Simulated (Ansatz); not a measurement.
Rb3Zn:

```
CELL_PARAMETERS angstrom
-3.13969 3.13969 6.31754
3.13969 -3.13969 6.31754
3.13969 3.13969 -6.31754
ATOMIC_POSITIONS crystal
Rb 0.50000 0.50000 0.00000
Rb 0.25000 0.75000 0.50000
Rb 0.75000 0.25000 0.50000
Zn 0.00000 0.00000 0.00000
```

The cell comes from a database or a generator and needn't be the stable form of this composition.

| Property | Result |
| --- | --- |
| Program | Ansatz 0.2.0 |
| Task | single point |
| Functional | PBE |
| Potentials or basis | Ansatz PAW |
| Cutoff | 420 eV (not typed: the program's choice for these potentials) |
| k mesh | 6 × 6 × 6 |
| Occupations | fermi-dirac, width 0.05 eV |
| Spin | no spin polarisation |

On this cell: pressure 0.1 GPa; largest force under 0.003 eV/Å; band gap on the k mesh none (metal or under the smearing width).

The same run follows on a disturbed copy (atoms moved at random, drawn with an rms of 0.05 Å):

```
Rb Zn
1.0
    -3.13969    3.13969    6.31754
     3.13969   -3.13969    6.31754
     3.13969    3.13969   -6.31754
Rb Zn
3 1
Direct
  0.49642 0.50278 0.99702
  0.24907 0.75065 0.49886
  0.74983 0.24818 0.49170
  0.99839 0.99476 0.99857
```

Task: What does the disturbed cell give?

Result: The energy (extrapolated to zero smearing) moves by +0.2 meV/atom; pressure 0.1 GPa; largest force 0.024 eV/Å; band gap on the k mesh none (metal or under the smearing width).

Forces in eV/Å, atoms in the order of the input:
```
Rb  -0.008  0.005  0.006
Rb  -0.015 -0.009  0.000
Rb   0.022  0.005 -0.008
Zn   0.000 -0.002  0.003
```

Stress tensor (GPa, compression positive):
```
 0.07  0.00  0.02
 0.00  0.11 -0.01
 0.02 -0.01 -0.01
```
